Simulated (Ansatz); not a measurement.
**C2H6AlFOSi: one species, many methods**

One table from this session's results is given with a row withheld; the runs are named, their logs left out.

The runs use Ansatz 0.2.0, Gaussian basis; functionals in def2-TZVPP, the program's frozen cores in correlated methods.

Levels to be run: LDA (SPW92), PBE-D4, revPBE-D4, BLYP-D4, r2SCAN-D4, B97M-V, PBE0-D4, B3LYP-D4, r2SCANh-D4, r2SCAN0-D4, HSE06-D4, BHLYP-D4, CAM-B3LYP-D4, LC-ωPBE, ωB97X-V, ωB97M-V, B2PLYP, PBE-QIDH; CCSD(T)/def2-SVP; CCSD(T)/def2-TZVPP; MP2/def2-QZVPP; extrapolation to the limit; RPA on PBE.

## The geometry

The geometry comes from an earlier relaxation with PBE0-D4 in a triple-zeta def2 set; it is a stationary point, not always the lowest conformer.

12 atoms, charge 0, spin multiplicity 1.

Atoms are counted from 1 here; the program's logs count them from 0.

Bond lengths: C1–C2 1.472 Å, C1–H7 1.092 Å, C1–H8 1.095 Å, C1–H9 1.094 Å, C2–O3 1.259 Å, C2–Al4 1.939 Å, O3–Al4 1.939 Å, Al4–Si5 2.456 Å, Al4–H10 1.583 Å, Si5–F6 1.619 Å, Si5–H11 1.492 Å, Si5–H12 1.493 Å. Angles: C2–C1–H7 112.3°, C2–C1–H8 108.0°, C2–C1–H9 109.0°, H7–C1–H8 110.4°, H7–C1–H9 110.9°, H8–C1–H9 105.9°, C1–C2–O3 120.7°, C1–C2–Al4 168.2°, O3–C2–Al4 71.0°, C2–O3–Al4 71.1°, C2–Al4–O3 37.9°, C2–Al4–Si5 114.7°, C2–Al4–H10 118.2°, O3–Al4–Si5 111.6°, O3–Al4–H10 113.5°, Si5–Al4–H10 126.7°, Al4–Si5–F6 108.6°, Al4–Si5–H11 114.7° and more.

Set-up of the first run:

Contents of in.yaml:

```yaml
crystal:
  periodic: [false, false, false]
  atoms:
    - {symbol: C, position_ang: [-1.896072, -1.526008, -0.289111]}
    - {symbol: C, position_ang: [-0.947383, -0.599934, 0.351480]}
    - {symbol: O, position_ang: [-1.300258, 0.566946, 0.664750]}
    - {symbol: Al, position_ang: [0.562066, 0.323173, 1.145259]}
    - {symbol: Si, position_ang: [2.060993, 1.415981, -0.464905]}
    - {symbol: F, position_ang: [1.466114, 1.195714, -1.954024]}
    - {symbol: H, position_ang: [-2.891022, -1.089444, -0.400805]}
    - {symbol: H, position_ang: [-1.488813, -1.804938, -1.266459]}
    - {symbol: H, position_ang: [-1.938608, -2.450723, 0.293505]}
    - {symbol: H, position_ang: [0.796494, 0.170498, 2.703454]}
    - {symbol: H, position_ang: [2.209513, 2.889152, -0.279671]}
    - {symbol: H, position_ang: [3.443976, 0.854482, -0.469473]}
basis:
  gaussian: {orbitals: def2-TZVPP}
hamiltonian: {xc: lda}
output: {orbitals: {seedname: orbitals}}
```

Steps of the session up to this table: LDA; PBE-D4 (GGA); revPBE-D4 (GGA); BLYP-D4 (GGA); r2SCAN-D4 (meta-GGA); B97M-V (meta-GGA); PBE0-D4 (hybrid); B3LYP-D4 (hybrid); r2SCANh-D4 (hybrid); r2SCAN0-D4 (hybrid); HSE06-D4 (hybrid); BHLYP-D4 (hybrid); CAM-B3LYP-D4 (range-separated); LC-ωPBE (range-separated); ωB97X-V (range-separated); ωB97M-V (range-separated); B2PLYP (double hybrid); PBE-QIDH (double hybrid).

One table of the session follows, with a row left open; its other results are not shown here.

It belongs to the step «Orbital energies across the functionals». 

```
  functional  HOMO (eV)  LUMO (eV)  gap (eV)
 LDA (SPW92)      -6.10      -3.15      2.95
      PBE-D4      -5.97      -2.91      3.06
   revPBE-D4          ?          ?         ?
     BLYP-D4      -5.87      -2.75      3.13
   r2SCAN-D4      -6.21      -2.68      3.53
      B97M-V      -6.31      -2.55      3.76
     PBE0-D4      -7.22      -1.72      5.50
    B3LYP-D4      -7.04      -1.96      5.08
  r2SCANh-D4      -6.68      -2.24      4.44
  r2SCAN0-D4      -7.38      -1.60      5.78
    HSE06-D4      -6.82      -2.11      4.71
    BHLYP-D4      -8.38      -0.42      7.96
CAM-B3LYP-D4      -8.57      -0.45      8.13
     LC-ωPBE      -9.86       0.78     10.64
     ωB97X-V      -9.54       0.69     10.23
     ωB97M-V      -9.33       0.56      9.89
```

**Question.** Estimate the row for revPBE-D4.

**Answer.** HOMO (eV): -5.91; LUMO (eV): -2.82; gap (eV): 3.10. In the column «HOMO (eV)» it lies between PBE-D4 (-5.97) and BLYP-D4 (-5.87).
